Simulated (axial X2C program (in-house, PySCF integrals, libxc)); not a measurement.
# AgLi: properties at the nuclei

Aim: properties at the nuclei of AgLi, with spin–orbit coupling in the Hamiltonian from the start.

Method: two-component X2C with atomic mean-field terms, Ag dyall-cv3z, Li dyall-cv3z; program: an in-house X2C program for linear molecules on PySCF integrals.

All values are calculated.

**1. The job**

Contents of task.json:

```json
{"zs": [47, 3], "q": 0, "bas": ["dyall-cv3z", "dyall-cv3z"], "r0": 2.61, "levels": ["PBE0", "HF", "PBE50", "LDA", "BHandHLYP"], "nst": 3}
```

Keys: zs atomic numbers; q charge; bas basis sets; r0 starting distance in Å; levels methods (HF also brings MP2); nst determinants followed.

The run is started by

```bash
$ python soeom.py task.json out
```

Nuclei are Gaussian, cores are contracted, and the Gaunt term is on.

**2. Expectation values, lowest determinant**

R = 2.403 Å. State: Ω = 0 (closed shell).

Output of the PBE0 run:

```text
two-component X2C + atomic mean field  PBE0
basis functions 191  fitting functions 845  grid points 5082
iter        total energy     max residual
   1      -5320.444187091     7.13e-05
   2      -5320.444187092     4.59e-06
converged
one-electron -7397.41415281  Coulomb 2200.86808009  exact exchange -37.44220495  xc functional -114.67957018  nuclear repulsion 31.05034821  atomic mean-field constant -2.82668746
```

The highest occupied spinor is 54% Ag s, 31% Li s, 12% Li p.

```
    level  qzz Ag (a.u.)  qzz Li (a.u.)  μ (D)
     PBE0           0.33          -0.01   4.47
       HF           0.07          -0.01   3.16
    PBE50           0.20          -0.01   4.10
      LDA           0.50          -0.02   5.21
BHandHLYP           0.26          -0.01   4.29
```

Eeff is the effective electric field on the electron dipole moment in this Ω state and Ws the scalar–pseudoscalar constant (defined with the proton number Z and per Ω); A∥ is the parallel hyperfine constant, which follows by multiplying with the nuclear g factor gI = μI/(I μN); qzz is the electric field gradient, eQq0 = 234.96 MHz × Q/barn × qzz; μ is positive if Li is the positive end. The operators were transformed with the bare-nucleus X2C matrices.

**3. Expectation values, a higher determinant**

R = 2.403 Å. State: Ω = 1 (excess of +ω over −ω: 2 × ω = 1/2), 1.88 eV above the lowest in the PBE0 search for states (made at or near this distance, with looser thresholds).

Output of the PBE0 run:

```text
two-component X2C + atomic mean field  PBE0
basis functions 191  fitting functions 845  grid points 5082
iter        total energy     max residual
   1      -5320.374974677     5.99e-05
   2      -5320.374974679     5.07e-06
converged
one-electron -7393.98893190  Coulomb 2197.50296015  exact exchange -37.44787869  xc functional -114.66478499  nuclear repulsion 31.05034821  atomic mean-field constant -2.82668746
```

The highest occupied spinor is 37% Ag p, 35% Li s, 21% Li p.

```
    level  Eeff magnitude (GV/cm)  Ws magnitude Ag (kHz)  A∥/gI Ag (MHz)  qzz Ag (a.u.)  A∥/gI Li (MHz)  qzz Li (a.u.)  μ (D)
     PBE0                   0.772                  0.395            4060          -0.43            96.1          -0.01  -0.85
       HF                    1.08                  0.595            3550          -0.02            95.9           0.00  -2.01
    PBE50                    0.86                  0.447            3970          -0.34            97.5          -0.01  -1.01
      LDA                   0.483                  0.233            4270          -0.68            94.8          -0.01  -0.19
BHandHLYP                   0.733                  0.371            3990          -0.34             112          -0.01  -0.88
```

**4. Outcome**

```
                                        quantity                                      value
                              lowest determinant                       Ω = 0 (closed shell)
                             qzz Ag (a.u.), PBE0                                       0.33
                             qzz Li (a.u.), PBE0                                      -0.01
                                     μ (D), PBE0                                       4.47
                              higher determinant  Ω = 1 (excess of +ω over −ω: 2 × ω = 1/2)
Eeff magnitude (GV/cm), PBE0, higher determinant                                      0.772
 Ws magnitude Ag (kHz), PBE0, higher determinant                                      0.395
        A∥/gI Ag (MHz), PBE0, higher determinant                                       4060
         qzz Ag (a.u.), PBE0, higher determinant                                      -0.43
```

**Reading.** The expectation values come from single determinants, which for open shells can mix terms of unlike spin or miss the lowest Ω, so a determinant need not be a state. Eeff is the effective electric field on the electron dipole moment in this Ω state and Ws the scalar–pseudoscalar constant (defined with the proton number Z and per Ω); A∥ is the parallel hyperfine constant, which follows by multiplying with the nuclear g factor gI = μI/(I μN); qzz is the electric field gradient, eQq0 = 234.96 MHz × Q/barn × qzz; μ is positive if Li is the positive end. The operators were transformed with the bare-nucleus X2C matrices.
